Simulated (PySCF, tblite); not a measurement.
**C₆H₁₄B radical: geometry, infrared bands and EPR parameters**

What infrared bands and EPR parameters should C₆H₁₄B radical (`C[CH]B(CC)CC`) show?

The runs use tblite 0.8.0 and PySCF 2.14.0, with density-fitted response routines of our own; the level of theory stands in each step. All values are computed, except where a source is named. Atoms count from 0, in the outputs and in this text.

**1. Starting geometry**

21 atoms, charge 0, multiplicity 2; geometry from: force field or distance geometry start.

Bonds of the start (Å): C0–C1 1.52, C1–B2 1.61, B2–C3 1.58, C3–C4 1.54, B2–C5 1.61, C5–C6 1.52, C0–H7 1.11, C0–H8 1.11, C0–H9 1.12, C1–H10 1.10, C3–H11 1.10, C3–H12 1.12, C4–H13 1.11, C4–H14 1.11, C4–H15 1.11, C5–H16 1.10, C5–H17 1.10, C6–H18 1.11, C6–H19 1.12, C6–H20 1.12.

**2. Geometry optimisation with GFN2-xTB**

What the job is given:

```
{"job": {"kind": "relax", "xc": "GFN2-xTB", "basis": "xTB"}, "charge": 0, "multiplicity": 2}
C     -0.323100     2.357200     0.071300
C      0.376600     1.512300    -0.979100
B      0.184500    -0.056700    -0.699300
C      1.438300    -0.950400    -0.338300
C      2.020200    -0.566100     1.031200
C     -1.278400    -0.714700    -0.863300
C     -1.797200    -1.223500     0.473000
H      0.043300     2.117800     1.095000
H     -0.116000     3.427800    -0.126800
H     -1.434200     2.198300     0.030500
H      0.024600     1.764800    -1.991200
H      2.209200    -0.841600    -1.115400
H      1.131000    -2.024600    -0.288500
H      2.887400    -1.224000     1.257800
H      1.255200    -0.671700     1.825800
H      2.375800     0.488900     1.017200
H     -1.210400    -1.550300    -1.581500
H     -1.984100     0.034500    -1.262700
H     -2.811900    -1.654200     0.340800
H     -1.128300    -2.018100     0.887600
H     -1.871200    -0.388700     1.215400
```

The run is started by

```sh
$ OMP_NUM_THREADS=1 python probes_run.py task.json out
```

One launch serves the whole session: the jobs run in the order shown.

What it wrote:

```text
step      E/eV     max force
  0    -574.16624    2.550
  1    -574.36174    1.654
  2    -574.46982    0.643
  3    -574.49116    0.427
  4    -574.50525    0.349
  5    -574.51369    0.352
  6    -574.52788    0.321
  7    -574.53911    0.360
  8    -574.54986    0.252
  9    -574.55719    0.182
 10    -574.56263    0.162
 11    -574.56687    0.152
 12    -574.57105    0.156
 13    -574.57566    0.170
 14    -574.58189    0.236
 15    -574.59192    0.294
 16    -574.60840    0.361
 17    -574.63152    0.450
 18    -574.65964    0.526
 19    -574.68386    0.501
 20    -574.66926    1.380
 21    -574.71807    0.351
 22    -574.73347    0.292
 23    -574.78219    0.510
 24    -574.79925    0.295
 25    -574.82263    0.326
 26    -574.83637    0.662
 27    -574.84579    0.354
 28    -574.86049    0.278
 29    -574.87318    0.215
 30    -574.88014    0.216
 31    -574.88929    0.247
 32    -574.89991    0.286
 33    -574.91109    0.301
 34    -574.92405    0.298
 35    -574.93882    0.365
 36    -574.95561    0.357
 37    -574.97010    0.257
 38    -574.97892    0.174
 39    -574.98506    0.175
 40    -574.99184    0.256
 41    -574.99911    0.304
 42    -575.00563    0.253
 43    -575.01106    0.166
 44    -575.01653    0.170
 45    -575.02292    0.202
 46    -575.02907    0.200
 47    -575.03507    0.205
 48    -575.04108    0.182
 49    -575.05145    0.205
 50    -575.05848    0.248
 51    -575.06753    0.237
 52    -575.07337    0.184
 53    -575.07837    0.167
 54    -575.08279    0.138
 55    -575.08666    0.141
 56    -575.08910    0.109
 57    -575.09168    0.119
 58    -575.09459    0.130
 59    -575.09750    0.129
 60    -575.09965    0.140
 61    -575.10193    0.160
 62    -575.10532    0.177
 63    -575.10975    0.178
 64    -575.11348    0.131
 65    -575.11576    0.092
 66    -575.11729    0.111
 67    -575.11859    0.118
 68    -575.11990    0.102
 69    -575.12103    0.074
 70    -575.12199    0.062
 71    -575.12295    0.064
 72    -575.12388    0.061
 73    -575.12463    0.071
 74    -575.12516    0.065
 75    -575.12562    0.057
 76    -575.12610    0.047
 77    -575.12657    0.050
 78    -575.12725    0.051
 79    -575.12795    0.058
 80    -575.12863    0.059
 81    -575.12922    0.048
 82    -575.12974    0.041
 83    -575.13020    0.035
 84    -575.13052    0.033
 85    -575.13070    0.041
 86    -575.13084    0.034
 87    -575.13099    0.037
 88    -575.13117    0.032
 89    -575.13129    0.027
 90    -575.13139    0.023
 91    -575.13151    0.022
 92    -575.13165    0.026
 93    -575.13178    0.021
 94    -575.13188    0.022
 95    -575.13196    0.022
 96    -575.13207    0.027
 97    -575.13222    0.031
 98    -575.13237    0.026
 99    -575.13246    0.023
100    -575.13255    0.025
101    -575.13267    0.030
102    -575.13285    0.035
103    -575.13306    0.038
104    -575.13327    0.038
105    -575.13350    0.035
106    -575.13381    0.042
107    -575.13419    0.046
108    -575.13451    0.035
109    -575.13468    0.030
110    -575.13478    0.028
111    -575.13486    0.026
112    -575.13495    0.018
113    -575.13501    0.012
114    -575.13503    0.012
115    -575.13507    0.012
116    -575.13512    0.019
117    -575.13520    0.027
118    -575.13532    0.028
119    -575.13543    0.022
120    -575.13553    0.020
121    -575.13561    0.018
122    -575.13569    0.021
123    -575.13578    0.028
124    -575.13588    0.022
125    -575.13594    0.028
126    -575.13600    0.017
127    -575.13605    0.018
128    -575.13611    0.019
129    -575.13615    0.018
130    -575.13620    0.017
131    -575.13623    0.013
132    -575.13626    0.013
133    -575.13628    0.011
134    -575.13630    0.010
135    -575.13632    0.012
136    -575.13634    0.011
137    -575.13636    0.009
```

It took 0.92 s on 1 thread of Arm Neoverse V1, shared host.

Relaxation path: (not every step is listed)

| step | energy from step 0 (eV) | largest force (eV/Å) |
| --- | --- | --- |
| 0 | 0.0000 | 2.5503 |
| 1 | -0.1955 | 1.6539 |
| 2 | -0.3036 | 0.6428 |
| 3 | -0.3249 | 0.4272 |
| 4 | -0.3390 | 0.3488 |
| 5 | -0.3474 | 0.3519 |
| 6 | -0.3616 | 0.3207 |
| 7 | -0.3729 | 0.3597 |
| 8 | -0.3836 | 0.2518 |
| 20 | -0.5030 | 1.3800 |
| 32 | -0.7337 | 0.2859 |
| 44 | -0.8503 | 0.1701 |
| 56 | -0.9229 | 0.1085 |
| 68 | -0.9537 | 0.1022 |
| 80 | -0.9624 | 0.0590 |
| 92 | -0.9654 | 0.0261 |
| 104 | -0.9670 | 0.0380 |
| 116 | -0.9689 | 0.0193 |
| 128 | -0.9699 | 0.0192 |
| 132 | -0.9700 | 0.0130 |
| 133 | -0.9700 | 0.0110 |
| 134 | -0.9701 | 0.0104 |
| 135 | -0.9701 | 0.0122 |
| 136 | -0.9701 | 0.0112 |
| 137 | -0.9701 | 0.0088 |

Distances of close pairs at the start and the end, largest changes first:

| bond | before (Å) | after (Å) | change (Å) |
| --- | --- | --- | --- |
| C1–B2 | 1.605 | 1.506 | -0.100 |
| C0–C1 | 1.519 | 1.481 | -0.038 |
| C0–H9 | 1.123 | 1.086 | -0.037 |
| C6–H20 | 1.120 | 1.088 | -0.031 |
| C6–H19 | 1.118 | 1.087 | -0.031 |
| C3–H12 | 1.118 | 1.092 | -0.027 |
| C4–H15 | 1.113 | 1.088 | -0.026 |
| C4–H13 | 1.112 | 1.089 | -0.023 |

The final coordinates are the input of the step that follows.

**3. Infrared spectrum with GFN2-xTB**

What the job is given:

```
{"job": {"kind": "ir", "xc": "GFN2-xTB", "basis": "xTB"}, "charge": 0, "multiplicity": 2}
C     -0.687572     2.494632    -0.149954
C      0.346091     1.471623    -0.428214
B      0.142310    -0.015317    -0.549315
C      1.400753    -0.990511    -0.417719
C      2.221039    -0.801131     0.862103
C     -1.301167    -0.655699    -0.789604
C     -1.850604    -1.197766     0.538178
H     -0.433899     3.056791     0.753172
H     -0.725258     3.227232    -0.961420
H     -1.672564     2.054478    -0.023829
H      1.336265     1.898725    -0.553647
H      2.060710    -0.793557    -1.269570
H      1.115026    -2.041989    -0.488221
H      3.100847    -1.443139     0.862326
H      1.620257    -1.048805     1.734720
H      2.549089     0.231017     0.962199
H     -1.249385    -1.487555    -1.495522
H     -2.022119     0.055624    -1.197290
H     -2.830615    -1.651084     0.395007
H     -1.181264    -1.950310     0.948178
H     -1.946860    -0.396317     1.267951
```

What it wrote:

```text
mode    cm-1     km/mol
  1      28.2      0.09
  2      53.6      0.93
  3      94.1      3.06
  4     105.2      1.67
  5     152.3      0.46
  6     182.1      2.15
  7     191.1      0.73
  8     225.0      2.25
  9     253.4      0.55
 10     343.8      1.35
 11     420.5      0.90
 12     467.1     16.73
 13     660.7      6.23
 14     687.6     26.02
 15     759.4     28.49
 16     786.7      2.77
 17     932.6     14.20
 18     944.8     59.24
 19     952.1     26.02
 20     978.3     13.21
 21    1007.4     13.30
 22    1023.2      7.48
 23    1045.5     14.81
 24    1064.4      2.26
 25    1111.8     58.13
 26    1127.3     24.08
 27    1221.1     12.11
 28    1231.1      3.01
 29    1242.3      3.49
 30    1288.0      2.14
 31    1306.6     12.15
 32    1362.7      8.01
 33    1375.3     11.14
 34    1405.0      0.99
 35    1411.9      0.05
 36    1456.8      4.20
 37    1473.5     10.21
 38    1483.4      1.21
 39    1505.8      0.90
 40    1508.3      2.05
 41    1510.8      0.48
 42    1514.0      0.67
 43    1515.6      0.86
 44    2929.0     33.74
 45    2930.7     22.37
 46    2958.9     22.14
 47    2964.2     39.79
 48    2978.8     36.10
 49    2981.4     52.01
 50    3004.7     77.41
 51    3008.3     63.31
 52    3014.5     36.08
 53    3024.1     53.32
 54    3025.8     57.04
 55    3033.6     37.58
 56    3035.5     38.95
 57    3052.5     36.54
```

Wall time 0.68 s (1 thread of Arm Neoverse V1, shared host).

The strongest bands and the atoms that carry them (share of the mass-weighted mode):

| cm⁻¹ | km/mol | atoms |
| --- | --- | --- |
| 945 | 59.2 | H8 10 % |
| 1112 | 58.1 | B2 30 %, C1 11 %, C3 10 %, H12 10 % |
| 2964 | 39.8 | H16 52 %, H17 36 % |
| 2981 | 52.0 | H17 43 %, H16 37 %, H12 11 % |
| 3005 | 77.4 | H18 86 % |
| 3008 | 63.3 | H13 86 % |
| 3024 | 53.3 | H20 82 % |
| 3026 | 57.0 | H14 63 %, H15 25 % |

**4. EPR parameters: B3LYP/pcH-1**

The job, as its differences from that of step 3:

```diff
@@ -1,2 +1,2 @@
-{"job": {"kind": "ir", "xc": "GFN2-xTB", "basis": "xTB"}, "charge": 0, "multiplicity": 2}
+{"job": {"kind": "epr", "basis": "pcH-1"}, "charge": 0, "multiplicity": 2}
 C     -0.687572     2.494632    -0.149954
```

With the program's defaults for keys left out, this is: UKS B3LYP, pcH-1 on B C H, non-relativistic, mean-field spin-orbit, GIAO.

What it wrote:

```text
UKS, coarse grid
  cycle   1  E = -261.81898340  |g| = 4.19e-01
  cycle   2  E = -261.77662521  |g| = 5.13e-01
  cycle   3  E = -261.91751193  |g| = 3.49e-02
  cycle   4  E = -261.91796527  |g| = 2.14e-02
  cycle   5  E = -261.91819854  |g| = 5.58e-03
  cycle   6  E = -261.91821922  |g| = 1.69e-03
  cycle   7  E = -261.91822246  |g| = 5.87e-04
UKS, final grid
  cycle   1  E = -261.91824343  |g| = 5.69e-04
  cycle   2  E = -261.91824341  |g| = 6.31e-04
  cycle   3  E = -261.91824360  |g| = 6.34e-05
  cycle   4  E = -261.91824361  |g| = 2.84e-05
E = -261.91824361 Eh   <S^2> = 0.7528 (exact 0.7500)
g shifts (ppm)      1          2          3
  rmc          -124       -124       -124
  gc             -1         20         28
  oz_so           1        413        749
  total        -124        309        653
hyperfine (MHz)  atom isotope    a_iso     a_fc   dipolar eigenvalues
    0   13C     -24.57     -24.57     -3.14      0.31      2.83
    1   13C      52.53      52.53    -64.21    -63.44    127.65
    2   11B     -13.47     -13.47    -12.21     -4.84     17.05
    3   13C      -0.01      -0.01     -1.92     -0.75      2.66
    4   13C      13.52      13.52     -1.06     -1.02      2.08
    5   13C       2.01       2.01     -1.90     -1.14      3.04
    6   13C      16.06      16.06     -1.84     -1.59      3.42
    7    1H      99.03      99.03     -5.17     -3.58      8.75
    8    1H     113.16     113.16     -5.12     -2.70      7.82
    9    1H       1.14       1.14     -3.98     -3.58      7.56
   10    1H     -42.98     -42.98    -30.15     -2.02     32.17
   11    1H      28.92      28.92     -3.38     -1.22      4.59
   12    1H      -1.69      -1.69     -2.17     -1.58      3.75
   13    1H       2.15       2.15     -1.27     -1.05      2.32
   14    1H      -0.01      -0.01     -2.06     -1.72      3.78
   15    1H       2.43       2.43     -3.65     -1.68      5.33
   16    1H       0.94       0.94     -2.42     -1.84      4.25
   17    1H       0.91       0.91     -3.16     -2.34      5.50
   18    1H      10.17      10.17     -1.40     -0.82      2.22
   19    1H      -0.84      -0.84     -1.92     -1.06      2.99
   20    1H       0.52       0.52     -2.74     -0.85      3.59
```

Wall time 92 s (1 thread of Arm Neoverse V1, shared host); peak memory 0.97 GiB.

Principal g values 2.00220, 2.00263, 2.00297; g(iso) = 2.00260, against 2.00232 for a free electron.

Hyperfine couplings; where a row names several nuclei, a(iso) is their mean (it holds for fast rotation or exchange) and the dipolar term the largest among them:

| nuclei | isotope | a(iso) (MHz) | a(iso) (G, at g = 2.0023) | largest dipolar term (MHz) |
| --- | --- | --- | --- | --- |
| H7, H8, H9 | 1H | 71.1 | 25.4 | 8.8 |
| C1 | 13C | 52.5 | 18.7 | 127.7 |
| H10 | 1H | -43.0 | -15.3 | 32.2 |
| C0 | 13C | -24.6 | -8.8 | -3.1 |
| C4, C6 | 13C | 14.8 | 5.3 | 3.4 |
| B2 | 11B | -13.5 | -4.8 | 17.0 |
| H11, H12, H16, H17 | 1H | 7.3 | 2.6 | 5.5 |
| H13, H14, H15, H18, H19, H20 | 1H | 2.4 | 0.9 | 5.3 |
| C3, C5 | 13C | 1.0 | 0.4 | 3.0 |

Mulliken spin populations:

C0 -0.07; C1 0.85; B2 0.17; C3 -0.01; C4 0.00; C5 -0.01; C6 0.01; H7 0.04; H8 0.04; H9 0.00; H10 -0.04; H11 0.01; H12 0.00; H13 0.00; H14 0.00; H15 0.00; H16 0.00; H17 0.00; H18 0.01; H19 0.00; H20 0.00

In first order the couplings over 0.8 MHz of 1H, 11B give 1117 distinct lines over 121.5 G, if the averaged nuclei exchange fast.

The fields below are evaluated on a grid from the run's orbitals.

ELF in a plane through or near 7 of the atoms.

Ten even steps from ' ' (0.00) to '@' (1.00):
```
                                                        
                                                        
                                                        
                          ....                          
                        ##@@@@==    ::##%%==            
                      ..@@@@@@%%....%%@@@@@@--          
                        ##@@@@%%====%%@@@@@@--          
        ....            ..++++..**##++####::            
        ==++==..::==----::##@@##**==--====..            
        ==++--..++==..%%%%::..**--    ::==..            
              ..****::%%%%..++%%++====..                
              **@@@@@@==::++%%----@@@@@@++              
              %%@@@@%%..  ::++::--##%%%%++              
              --##**..    ..--++==::..                  
                              ....                      
                                ::::..                  
                                ..::                    
                                                        
                                                        
                                                        
```
The map spans 12.1 Å across and 11.2 Å up, centred on the molecule. Atoms in the plane (x, y in Å): C1 (0.6, 1.4), B2 (0.0, 0.1), C3 (-1.6, 0.0), C5 (0.8, -1.3), H8 (2.6, 2.2), H10 (0.1, 2.3), H12 (-2.0, -1.0).

log10 of the density (e/Å³) in the same plane.

Values, 10 rows by 14 columns:
```
-4.0 -4.0 -4.0 -4.0 -4.0 -4.0 -4.0 -4.0 -4.0 -4.0 -4.0 -4.0 -4.0 -4.0
-4.0 -4.0 -4.0 -4.0 -4.0 -4.0 -3.7 -3.5 -3.7 -3.5 -3.5 -4.0 -4.0 -4.0
-4.0 -4.0 -4.0 -3.8 -3.3 -2.9 -1.8 -1.3 -1.8 -1.6 -1.5 -2.6 -4.0 -4.0
-4.0 -4.0 -3.0 -2.3 -1.8 -1.9 -0.9  0.2 -0.3 -0.1 -0.1 -1.9 -3.4 -4.0
-4.0 -3.3 -2.0 -1.2 -0.6 -0.5 -0.6  0.2 -0.1 -0.6 -0.9 -2.2 -3.6 -4.0
-4.0 -3.6 -2.4 -1.6 -0.3  0.3 -0.1  0.1 -0.3 -0.9 -1.8 -3.0 -4.0 -4.0
-4.0 -4.0 -3.6 -2.3 -0.9 -0.8 -1.2 -0.1  0.3 -0.5 -1.7 -3.4 -4.0 -4.0
-4.0 -4.0 -4.0 -3.6 -2.8 -2.5 -1.9 -1.1 -1.0 -1.6 -2.6 -4.0 -4.0 -4.0
-4.0 -4.0 -4.0 -4.0 -4.0 -3.8 -3.0 -2.4 -2.0 -2.4 -3.4 -4.0 -4.0 -4.0
-4.0 -4.0 -4.0 -4.0 -4.0 -4.0 -4.0 -4.0 -3.7 -4.0 -4.0 -4.0 -4.0 -4.0
```
The map spans 12.1 Å across and 11.2 Å up, centred on the molecule. Atoms in the plane (x, y in Å): C1 (0.6, 1.4), B2 (0.0, 0.1), C3 (-1.6, 0.0), C5 (0.8, -1.3), H8 (2.6, 2.2), H10 (0.1, 2.3), H12 (-2.0, -1.0).

On the surface of density 0.002 e/bohr³ the electrostatic potential runs, from the 1st to the 99th percentile, from -0.26 to 0.71 V.

The spin density lies nearest to C1 58 %; B2 15 %; H10 8 %.

**5. Results**

| quantity | value |
| --- | --- |
| strongest single infrared mode (GFN2-xTB) | 3005 cm⁻¹, 77 km/mol |
| zero-point energy (GFN2-xTB) | 116.3 kcal/mol |
| g(iso) (B3LYP) | 2.00260 |
| ⟨S²⟩ | 0.753 (exact 0.75) |
| largest a(iso) (averaged by class) | 1H on H7, H8, H9, 71.1 MHz |
| surface potential, 1st and 99th percentile | -0.26 V and 0.71 V |

Over 137 steps the energy fell by 0.970 eV; of the close pairs, C1–B2 changed most, 1.605 to 1.506 Å. All 57 modes are real, so the xTB geometry is a minimum. Unscaled tight-binding wavenumbers are off by several per cent, some by more. Its intensities can rank the bands wrongly. Most of the unpaired spin sits on C1 (0.85 e). The isotropic g lies 0.3 ppt above the free-electron value.
